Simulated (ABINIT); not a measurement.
# HPbNO4 (P1) in ABINIT: notebook, part 2 of 2

ABINIT 10.8.3 (patched build).

### 4 Single point, PBE

The input, run.abi:

```
# Pseudopotentials
pp_dirpath "./"
pseudos "H.GGA_PBE-JTH.xml, Pb.GGA_PBE-JTH_sp.xml, N.GGA_PBE-JTH.xml, O.GGA_PBE-JTH.xml"

# Structure
acell 3.857243867 4.3378635907 5.9843746639 Angstrom
rprim
     0.9999549245     0.0004614694    -0.0094834554
     0.0400035631     0.9991923235    -0.0037967999
     0.1266682055     0.1401533238     0.9819939977
ntypat 4
znucl 1 82 7 8
natom 7
typat 1 2 3 4 4 4 4
xred
     0.6151100000     0.8955900000     0.1984400000
     0.6459700000     0.4465100000     0.9168500000
     0.7147400000     0.2381000000     0.5005800000
     0.1695800000     0.4700700000     0.7776800000
     0.6291900000     0.9704500000     0.4984500000
     0.5642400000     0.9258300000     0.0384900000
     0.7802200000     0.4225000000     0.3195100000
chkprim 0
chksymtnons 0
tolsym 1.0e-6

# Plane-wave basis
ecut 26.0
pawecutdg 48.0
pawxcdev 0
pawovlp -1

# k points
kptopt 1
ngkpt 4 4 3
nshiftk 1
shiftk 0.0 0.0 0.0

# Exchange and correlation
ixc 11

# Bands and occupations
nband 22
occopt 3
tsmear 0.05 eV

# SCF cycle
nstep 100
tolvrs 1.0e-9

# Output
iomode 3
prtwf 0
prtden 0
prteig 0
prtebands 0
enunit 1
```

Potentials or basis: JTH PAW PBE v2.0 sp.

The run is started by

```console
> mpirun --bind-to none -np 4 abinit run.abi > log 2>&1
```

run.abo:

```text
.Version 10.8.3 of ABINIT
 Symmetries : space group P1 (#  1); Bravais aP (primitive triclinic)
================================================================================
 Values of the parameters that define the memory need of the present run
     intxc =       0    ionmov =       0      iscf =      17    lmnmax =      13
     lnmax =       5     mgfft =      54  mpssoang =       3    mqgrid =    3470
     natom =       7  nloc_mem =       2    nspden =       1   nspinor =       1
    nsppol =       1      nsym =       1    n1xccc =       1    ntypat =       4
    occopt =       3   xclevel =       2
       mpw =        4221          nfft =       77760          nkpt =          26
Pmy_natom=         2
 PAW method is used; the additional fine FFT grid is defined by:
   mgfftf=        72    nfftf =    186624
================================================================================
================================================================================

--------------------------------------------------------------------------------
------------- Echo of variables that govern the present computation ------------
--------------------------------------------------------------------------------
 -outvars: echo values of preprocessed input variables --------
            acell      7.2891345095E+00  8.1973741580E+00  1.1308829150E+01 Bohr
              amu      1.00794000E+00  2.07200000E+02  1.40067400E+01
                       1.59994000E+01
          chkprim           0
      chksymtnons           0
             ecut      2.60000000E+01 Hartree
           enunit           1
              ixc          11
         kptrlatt        4    0    0      0    4    0      0    0    3
          kptrlen      2.91565380E+01
            natom           7
            nband          22
            ngfft          36      40      54
          ngfftdg          48      54      72
             nkpt          26
            nstep         100
             nsym           1
           ntypat           4
           occopt           3
        pawecutdg      4.80000000E+01 Hartree
          pawovlp     -1.0000000000E+00
         pawxcdev           0
           prtden           0
        prtebands           0
           prteig           0
            prtwf           0
            rprim      9.9995492450E-01  4.6146940000E-04 -9.4834554000E-03
                       4.0003563100E-02  9.9919232350E-01 -3.7967999000E-03
                       1.2666820550E-01  1.4015332380E-01  9.8199399770E-01
          spgroup           1
           tolsym      1.00000000E-06
           tolvrs      1.00000000E-09
           tsmear      1.83746611E-03 Hartree
            typat      1  2  3  4  4  4  4
           useylm           1
           xangst      2.6783575333E+00  4.0493419496E+00  1.1289053815E+00
                       3.2640341933E+00  2.7054745108E+00  5.3569954445E+00
                       3.1775743619E+00  1.4531348167E+00  2.9116517432E+00
                       1.3251579478E+00  2.6900180041E+00  4.5561845522E+00
                       2.9730721149E+00  4.6254645889E+00  2.8902021571E+00
                       2.3661490312E+00  4.0461675839E+00  1.9030278435E-01
                       3.3248777454E+00  2.1006385140E+00  1.8421398334E+00
            xcart      5.0613622052E+00  7.6521472749E+00  2.1333219932E+00
                       6.1681306908E+00  5.1126058661E+00  1.0123254248E+01
                       6.0047452887E+00  2.7460268275E+00  5.5022243687E+00
                       2.5041855949E+00  5.0833973015E+00  8.6099409827E+00
                       5.6182920498E+00  8.7408612782E+00  5.4616905254E+00
                       4.4713736420E+00  7.6461485931E+00  3.5962014342E-01
                       6.2831083409E+00  3.9696314810E+00  3.4811397708E+00
             xred      6.1511000000E-01  8.9559000000E-01  1.9844000000E-01
                       6.4597000000E-01  4.4651000000E-01  9.1685000000E-01
[... 196 lines left out ...]
 cartesian forces (hartree/bohr) at end:
    1      0.00049899668594    -0.00017336695690     0.00086489234191
    2      0.00085607777822     0.00060347153815     0.01401865971559
    3      0.00041302823141     0.00022681008942    -0.00224436191580
    4      0.00010262354769    -0.00038916541915    -0.01684007226798
    5     -0.00049126832501    -0.00134446273167     0.00132516610775
    6     -0.00133316090400     0.00016269636147     0.00204637905752
    7     -0.00004629701425     0.00091401711868     0.00082933696102
 frms,max,avg= 4.8745109E-03 1.6840072E-02  -1.918E-05 -1.888E-06  8.612E-07 h/b

 cartesian forces (eV/Angstrom) at end:
    1      0.02565944127227    -0.00891488736203     0.04447455239539
    2      0.04402128930663     0.03103175417606     0.72086846631154
    3      0.02123876559952     0.01166304373021    -0.11540972995408
    4      0.00527711499765    -0.02001169045651    -0.86595133305739
    5     -0.02526203297458    -0.06913505335413     0.06814278105631
    6     -0.06855389000891     0.00836618328334     0.10522904204936
    7     -0.00238068819257     0.04700064998305     0.04264622119888
 frms,max,avg= 2.5065743E-01 8.6595133E-01  -9.863E-04 -9.709E-05  4.428E-05 e/A
 length scales=  7.289134509467  8.197374157970 11.308829149592 bohr
              =  3.857243867000  4.337863590700  5.984374663900 angstroms
 Fermi (or HOMO) energy (eV) =  -0.75763   Average Vxc (eV)=  -8.63456
 Eigenvalues (   eV  ) for nkpt=  26  k points:
 kpt#   1, nband= 22, wtk=  0.02083, kpt=  0.0000  0.0000  0.0000 (reduced coord)
 -25.83937  -21.49413  -19.26726  -17.64099  -11.32470   -8.49341   -7.93011   -7.58334
  -6.64312   -4.86275   -4.59544   -4.20565   -3.24004   -2.61023   -2.12049   -1.95780
  -1.64365    0.13565    1.88735    4.09651    6.02969    7.63830
 prteigrs : prtvol=0 or 1, do not print more k-points.

--- !EnergyTerms
iteration_state     : {dtset: 1, }
comment             : Components of total free energy in Hartree
kinetic             :  3.76996177826508E+01
hartree             :  3.08587224242019E+01
xc                  : -1.86703544562729E+01
Ewald energy        : -4.46352787169223E+01
psp_core            :  3.20529797496032E+00
local_psp           : -9.53789704414088E+01
PAW spherical_terms :  8.20517759764801E+00
internal            : -7.87157878351430E+01
'-kT*entropy'       : -1.86615550053756E-05
total_energy        : -7.87158064966980E+01
total_energy_eV     : -2.14196621424555E+03
...

--- !EnergyTermsDC
iteration_state     : {dtset: 1, }
comment             : '"Double-counting" decomposition of free energy'
band_energy         : -1.11617217593887E+01
Ewald energy        : -4.46352787169223E+01
psp_core            :  3.20529797496032E+00
xc_dc               : -2.87844662033442E+01
PAW spherical_terms :  2.66038544768835E+00
internal            : -7.87157832570066E+01
'-kT*entropy'       : -1.86615550053756E-05
total_energy_dc     : -7.87158019185616E+01
total_energy_dc_eV  : -2.14196608966811E+03
...

--- !EnergyTermsWithPAWCore
iteration_state     : {dtset: 1, }
comment             : 'Components of total free energy, including PAW core contributions'
Total energy        : -2.12382385183524E+04
Total energy DC     : -2.12382385137743E+04
Total energy (eV)   : -5.77921911507159E+05
Total energy DC (eV): -5.77921911382582E+05
...

 Cartesian components of stress tensor (hartree/bohr^3)
  sigma(1 1)= -1.87542829E-04  sigma(3 2)=  5.57996098E-07
  sigma(2 2)= -4.43767441E-05  sigma(3 1)=  4.50954101E-06
  sigma(3 3)= -3.98080268E-05  sigma(2 1)= -3.06072010E-06

-Cartesian components of stress tensor (GPa)         [Pressure=  2.6648E+00 GPa]
- sigma(1 1)= -5.51770052E+00  sigma(3 2)=  1.64168120E-02
- sigma(2 2)= -1.30560889E+00  sigma(3 1)=  1.32675277E-01
- sigma(3 3)= -1.17119258E+00  sigma(2 1)= -9.00494944E-02

== END DATASET(S) ==============================================================
================================================================================

 -outvars: echo values of variables after computation  --------
            acell      7.2891345095E+00  8.1973741580E+00  1.1308829150E+01 Bohr
           etotal     -7.8715801919E+01
            fcart      4.9899668594E-04 -1.7336695690E-04  8.6489234191E-04
                       8.5607777822E-04  6.0347153815E-04  1.4018659716E-02
                       4.1302823141E-04  2.2681008942E-04 -2.2443619158E-03
                       1.0262354769E-04 -3.8916541915E-04 -1.6840072268E-02
                      -4.9126832501E-04 -1.3444627317E-03  1.3251661078E-03
                      -1.3331609040E-03  1.6269636147E-04  2.0463790575E-03
                      -4.6297014255E-05  9.1401711868E-04  8.2933696102E-04
            rprim      9.9995492450E-01  4.6146940000E-04 -9.4834554000E-03
                       4.0003563100E-02  9.9919232350E-01 -3.7967999000E-03
                       1.2666820550E-01  1.4015332380E-01  9.8199399770E-01
           strten     -1.8754282888E-04 -4.4376744138E-05 -3.9808026786E-05
                       5.5799609806E-07  4.5095410137E-06 -3.0607201044E-06
           xangst      2.6783575333E+00  4.0493419496E+00  1.1289053815E+00
                       3.2640341933E+00  2.7054745108E+00  5.3569954445E+00
                       3.1775743619E+00  1.4531348167E+00  2.9116517432E+00
                       1.3251579478E+00  2.6900180041E+00  4.5561845522E+00
                       2.9730721149E+00  4.6254645889E+00  2.8902021571E+00
                       2.3661490312E+00  4.0461675839E+00  1.9030278435E-01
                       3.3248777454E+00  2.1006385140E+00  1.8421398334E+00
             xred      6.1511000000E-01  8.9559000000E-01  1.9844000000E-01
                       6.4597000000E-01  4.4651000000E-01  9.1685000000E-01
                       7.1474000000E-01  2.3810000000E-01  5.0058000000E-01
                       1.6958000000E-01  4.7007000000E-01  7.7768000000E-01
                       6.2919000000E-01  9.7045000000E-01  4.9845000000E-01
                       5.6424000000E-01  9.2583000000E-01  3.8490000000E-02
                       7.8022000000E-01  4.2250000000E-01  3.1951000000E-01
 Calculation completed.
```

Wall time 63 s (4 MPI ranks of Intel Xeon Platinum 8259CL at 2.50GHz (Skylake/Cascade Lake), shared host); peak memory 0.56 GiB.

Results:

| Item | Value |
| --- | --- |
| Free energy | -2141.9661 eV |
| Pressure | 2.7 GPa |
| Largest force | 0.866 eV/Å |
| Band gap on the k mesh | 0.52 eV, indirect (least direct gap 0.91 eV) |

Forces in eV/Å, atoms in the order of the input:
```
H    0.026 -0.009  0.044
Pb   0.044  0.031  0.721
N    0.021  0.012 -0.115
O    0.005 -0.020 -0.866
O   -0.025 -0.069  0.068
O   -0.069  0.008  0.105
O   -0.002  0.047  0.043
```

Levels at points of the mesh, in eV from the valence-band top:
```
           k point  band 13  band 14  band 15  band 16  band 17  band 18  band 19  band 20  band 21  band 22
(0.00, 0.00, 0.00)    -2.20    -1.57    -1.08    -0.92    -0.61     1.17     2.93     5.13     7.07     8.68
(0.50, 0.00, 0.00)    -2.11    -1.58    -1.13    -0.78     0.00     1.38     2.99     6.58     7.08     8.00
(0.00, 0.50, 0.00)    -1.94    -1.33    -1.11    -0.85    -0.41     1.50     2.97     5.62     6.14     8.69
(0.50, 0.50, 0.00)    -1.93    -1.75    -1.44    -0.64    -0.04     2.77     3.15     6.08     6.49     7.24
```

Caveat: the atomic spheres overlap; spin-orbit coupling is left out, which as a rule narrows the gap of such compounds by several tenths of an eV; this set keeps more shells in the core, which shifts pressures and gaps; an odd mesh through Γ misses points on the zone boundary, where band edges often lie.

### 5 Overview

```tsv
task	level	potentials or basis	cell	k mesh	cutoff (eV)	cell freedom (optcell)	cutoff smearing ecutsm (Ha)	optimiser (ionmov)	force stop (Ha/bohr)	fine-grid cutoff	mesh quality	gap on the mesh (eV)	pressure (GPa)	largest force (eV/Å)
relaxation of cell and atoms	LDA	Ansatz PAW PBE default generated set, frozen core	relaxed	4 × 3 × 3	435	2	0.5	22	0.0005	870.764 eV	coarse	0.94	0.0	0.02
single point	PBE	Ansatz PAW PBE default generated set, frozen core	as given	4 × 4 × 3	435	-	-	-	-	870.764 eV	not flagged	0.55	-0.4	0.04
single point	PBE	JTH PAW PBE v2.0 sp	as given	4 × 4 × 3	707	-	-	-	-	1306.15 eV	not flagged	0.52	2.7	0.87
```

Alike in all rows: no spin polarisation; smearing fermi-dirac 0.05 eV.

Caveats: some runs use coarse meshes; the atomic spheres overlap; spin-orbit coupling is left out, which as a rule narrows the gap of such compounds by several tenths of an eV; an odd mesh through Γ misses points on the zone boundary, where band edges often lie; the PAW data sets were made with another functional, which shifts forces and pressure a little (some runs); this set keeps more shells in the core, which shifts pressures and gaps (some runs).

Absolute energies hang on the potentials; compare differences alone.
